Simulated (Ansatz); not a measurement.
What does this script print? It uses the Python package of Ansatz (0.2.0).

`run_disp.py`:
```python
"""Dispersion corrections for C2H6Cl2Si."""

import warnings

import ansatz

warnings.simplefilter("ignore", ansatz.DeckWarning)

molecule = (
    ansatz.Crystal.molecule()
    .atom("Cl", (2.5241, -0.4179, 0.0244))
    .atom("C", (1.1402, 0.2472, 1.0138))
    .atom("Si", (-0.4875, -0.4518, 0.4107))
    .atom("C", (-0.788, 0.0454, -1.3095))
    .atom("Cl", (-1.048, 1.7944, -1.4165))
    .atom("H", (1.3522, -0.0197, 2.0481))
    .atom("H", (1.1919, 1.3437, 0.9574))
    .atom("H", (-0.3854, -1.922, 0.5156))
    .atom("H", (-1.5435, -0.0125, 1.3855))
    .atom("H", (-0.0778, -0.2522, -1.9902))
    .atom("H", (-1.8128, -0.4116, -1.6188))
)

setup = molecule.calculation().basis(gaussian="def2-SVP")
for name in ["pbe0", "pbe"]:
    for correction in ("d3bj", "d4"):
        summary = setup.functional(name, dispersion=correction).run(threads=1).report
        print(f"{name:8s} {correction:5s} total {summary['free_energy_ev']:.5f} eV, of which dispersion {1000 * summary['dispersion']['energy']['ev']:.2f} meV")
```

`python run_disp.py` gives:
```text
pbe0     d3bj  total -35068.78000 eV, of which dispersion -272.31 meV
pbe0     d4    total -35068.75874 eV, of which dispersion -251.05 meV
pbe      d3bj  total -35065.40440 eV, of which dispersion -303.03 meV
pbe      d4    total -35065.39538 eV, of which dispersion -294.02 meV
```

These settings explore the input space; basis and method may be short of convergence. The geometry is a force-field or estimated start, not a minimum of this method, and the basis set is short of its limit. D4 holds the three-body term, and d3bj doesn't. Run time: 14 s on 1 thread of Arm Neoverse V2, with other jobs on the host, peak memory 0.3 GiB.
